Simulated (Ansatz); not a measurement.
This script makes an equation of state with a fit of Ba, space group Im-3m with the Python package of Ansatz (0.2.0).

`ba.py`:
```python
"""Equation of state of Ba."""

import ansatz as az
from ase.eos import EquationOfState
from ase.units import GPa
import numpy as np

vectors0 = np.array([
    [-2.5065, 2.5065, 2.5065],
    [2.5065, -2.5065, 2.5065],
    [2.5065, 2.5065, -2.5065],
])
sites = [
    ("Ba", [0.0, 0.0, 0.0]),
]


def on_lattice(cell):
    crystal = az.Crystal(lattice=az.Lattice.of(cell))
    for symbol, position in sites:
        crystal = crystal.atom(symbol, position)
    return crystal


def main() -> None:
    # uniform scaling of the cell
    volumes, energies = [], []
    for scale in np.linspace(0.88, 1.12, 7):
        cell = vectors0 * scale ** (1 / 3)
        setup = (
            on_lattice(cell).calculation()
            .functional("pbe")
            .basis(19 * az.Ha)
            .occupations("Fermi-Dirac")
            .kpoints(7, 7, 7)
        )
        r = setup.run().report
        volumes.append(abs(np.linalg.det(cell)) / len(sites))
        energies.append(r["free_energy_ev"] / len(sites))
        print(f"V = {volumes[-1]:8.4f} A^3/atom  F = {energies[-1]:.5f} eV/atom")

    eos = EquationOfState(volumes, energies, eos="birchmurnaghan")
    v0, e0, bulk = eos.fit()
    print(f"V0 = {v0:.4f} A^3/atom, E0 = {e0:.5f} eV/atom, B = {bulk / GPa:.1f} GPa")


if __name__ == "__main__":
    main()
```

Where does the minimum lie against the volume typed, and how stiff is the crystal?

A third-order Birch-Murnaghan fit through the 7 points has its minimum at 63.53 Å³ an atom, 0.9 % above the typed cell, with a bulk modulus of 9 GPa and dB/dP = 3.0. From that minimum the energy rises by 33.3 meV an atom on the compressed side and 18.1 meV on the expanded side.

The run itself:

```console
$ python ba.py
V =  55.4301 A^3/atom  F = -5949.52708 eV/atom
V =  57.9497 A^3/atom  F = -5949.54547 eV/atom
V =  60.4692 A^3/atom  F = -5949.55614 eV/atom
V =  62.9888 A^3/atom  F = -5949.56026 eV/atom
V =  65.5083 A^3/atom  F = -5949.55880 eV/atom
V =  68.0279 A^3/atom  F = -5949.55258 eV/atom
V =  70.5474 A^3/atom  F = -5949.54228 eV/atom
V0 = 63.5307 A^3/atom, E0 = -5949.56039 eV/atom, B = 8.6 GPa
```

Notes:
- Absolute energies stand on the zero of these potentials, so only differences at equal settings mean something.
- The mesh is modest for a metal, so energies can be off by several to tens of meV an atom and pressures by half a GPa or more; differences at equal mesh fare better.
- Of the deposited cell: the entry's cell lengths or inner coordinates differ somewhat from later room-temperature determinations.
- Finished in 6.7 s on 1 thread of Arm Neoverse V2, on a shared host, peak memory 0.37 GiB.

(Lines on the test bed's own set-up are left out of the output.)
